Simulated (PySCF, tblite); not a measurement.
**C₄H₁₁NOSi₂: geometry, infrared bands and NMR shifts**

Aim: predict the infrared bands and NMR shifts of C₄H₁₁NOSi₂ (`CC(=O)N[SiH]1C[SiH2]C1`).

Programs: tblite 0.8.0 and PySCF 2.14.0, with density-fitted response routines of our own. Each step states its level of theory. These are calculated values for one molecule in the gas phase, unless marked as measured. Atoms are numbered from 0 throughout.

## (1) Starting geometry

19 atoms, charge 0, multiplicity 1; geometry from: force field or distance geometry start.

Bonds of the start (Å): C0–C1 1.50, C1–O2 1.27, C1–N3 1.43, N3–Si4 1.78, Si4–C5 1.89, C5–Si6 1.88, Si6–C7 1.90, C7–Si4 1.84, C0–H8 1.09, C0–H9 1.10, C0–H10 1.11, N3–H11 1.04, Si4–H12 1.44, C5–H13 1.09, C5–H14 1.09, Si6–H15 1.46, Si6–H16 1.45, C7–H17 1.08, C7–H18 1.10.

## (2) Geometry optimisation with GFN2-xTB

Job settings and geometry (Å):

```
{"job": {"kind": "relax", "xc": "GFN2-xTB", "basis": "xTB"}, "charge": 0, "multiplicity": 1}
C      3.525100     0.023800     0.305400
C      2.158100    -0.513800    -0.019400
O      1.975000    -1.759300    -0.203100
N      1.073300     0.416700    -0.094400
Si    -0.553900    -0.220500    -0.454600
C     -1.750000     1.245700    -0.489600
Si    -3.022000    -0.020500     0.068200
C     -1.553900    -0.818100     0.969400
H      3.492000     1.015900     0.753200
H      4.050500     0.104400    -0.658500
H      4.046400    -0.717800     0.943900
H      1.211300     1.433700     0.075200
H     -0.694200    -1.098500    -1.591700
H     -1.444700     1.942400     0.297200
H     -1.901300     1.629100    -1.502100
H     -4.004500     0.470800     1.026000
H     -3.477000    -0.851500    -1.032700
H     -1.396800    -0.376200     1.946600
H     -1.743200    -1.897000     0.993600
```

Command:

```bash
$ OMP_NUM_THREADS=1 python probes_run.py task.json out
```

The driver reads the jobs from task.json and runs them one after another.

**Question.** This job is followed by: GFN2-xTB harmonic vibrations, gas phase; GIAO PBE0/pcSseg-1 NMR shielding, non-relativistic, gas phase. Predict these results of the whole session: strongest single infrared mode (GFN2-xTB); zero-point energy (GFN2-xTB); 13C shifts against TMS (PBE0/pcSseg-1, means over atoms taken as alike); 1H shifts against TMS (PBE0/pcSseg-1, means over atoms taken as alike); 17O shifts against H2O (PBE0/pcSseg-1); 15N shifts against NH3 (PBE0/pcSseg-1); 29Si shifts against TMS (PBE0/pcSseg-1); surface potential, 1st and 99th percentile.

The runs gave:

```
                                                               quantity                                         value
                              strongest single infrared mode (GFN2-xTB)                         1397 cm⁻¹, 591 km/mol
                                           zero-point energy (GFN2-xTB)                                 88.1 kcal/mol
13C shifts against TMS (PBE0/pcSseg-1, means over atoms taken as alike)                          178.5, 23.8, 3.0 ppm
 1H shifts against TMS (PBE0/pcSseg-1, means over atoms taken as alike)  5.65, 4.74, 4.71, 4.69, 2.07, 0.76, 0.53 ppm
                                 17O shifts against H2O (PBE0/pcSseg-1)                                     451.0 ppm
                                 15N shifts against NH3 (PBE0/pcSseg-1)                                     135.2 ppm
                                29Si shifts against TMS (PBE0/pcSseg-1)                              -16.3, -41.6 ppm
                                  surface potential, 1st and 99th percentile                            -1.88 V and 2.01 V
```

In words: Over 138 steps the energy fell by 1.020 eV; of the close pairs, C1–N3 changed most, 1.431 to 1.343 Å. All 51 modes are real, so the xTB geometry is a minimum. The strongest single mode, at 1397 cm⁻¹, moves mainly C1 and N3. GFN2-xTB is a fitted tight-binding method: band positions and strengths are rough. Its intensities can rank the bands wrongly. C1 (amide carbonyl carbon) lies farthest downfield among carbon, at 178.5 ppm; it is a carbonyl in resonance with an O or N lone pair, the region of acids, esters and amides. At PBE0/pcSseg-1: The largest span, 676 ppm, is at O2, where the paramagnetic term is -520 ppm.
